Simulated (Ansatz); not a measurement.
# CoSi2: the cost of one run

Computed with Ansatz 0.2.0 (DFT LDA, scalar-relativistic, plane waves, PAW, unless a step's input says otherwise).

The COD entry's cell or inner coordinates are ideal or old and differ from later refinements, so a difference from it is no clean test against experiment.

## 1. The structure to begin with

It takes space group Fm-3m (No. 225, cubic). Conventional cell: a = 5.274 Å, b = 5.274 Å, c = 5.274 Å, α = 90.00°, β = 90.00°, γ = 90.00°. Around Co (site symmetry m-3m) lie 8 Si at 2.28 Å. Si (site symmetry -43m) is surrounded by 4 Co at 2.28 Å.

Structure file:

```xyz
3
Lattice="0.0000 2.6368 2.6368 2.6368 0.0000 2.6368 2.6368 2.6368 0.0000" Properties=species:S:1:pos:R:3 pbc="T T T"
Co    0.0000    0.0000    0.0000
Si    1.3184    1.3184    1.3184
Si    3.9552    3.9552    3.9552
```

This cell comes from an earlier session at LDA: 12.222 Å³/atom at 0.00 GPa, on a 12×12×12 mesh.

## 2. Ferromagnetic, larger cell

Input file input.yaml:

```yaml
crystal:
  lattice:
    - [0.0, 2.6368085256, -2.6368085256]
    - [0.0, 2.6368085256, 2.6368085256]
    - [5.2736170512, 0.0, 0.0]
  atoms:
    - { symbol: Co, position: [0.0, 0.0, 0.0], spin: 1.5 }
    - { symbol: Si, position: [0.0, 0.5, 0.25] }
    - { symbol: Si, position: [0.0, 1.5, 0.75] }
    - { symbol: Co, position: [0.5, 0.5, 0.5], spin: 1.5 }
    - { symbol: Si, position: [0.5, 1.0, 0.75] }
    - { symbol: Si, position: [0.5, 2.0, 1.25] }
basis:
  ecutwfc: 420
  ecutrho_ratio: 4
kpoints:
  mp_grid: { grid: [8, 8, 6] }
hamiltonian:
  xc: lda
scf:
  occupations: { method: gaussian, width: 0.05 }
  lower_state_search: "off"
output:
  forces: true
  stress: true
  eigenvalues: true
  populations: true
magnetization:
  spin_polarized: true
```

Launch:

```console
$ ansatz run input.yaml --threads 1 --pin off --max-ram 2560MiB --backend cpu --events-out ev --progress --plain --runs-dir out
```

**Question.** How long does this run take on 1 thread of AMD EPYC (Zen 3), shared host, and how much memory does it need?

About 67 s, with a peak of 0.49 GiB.
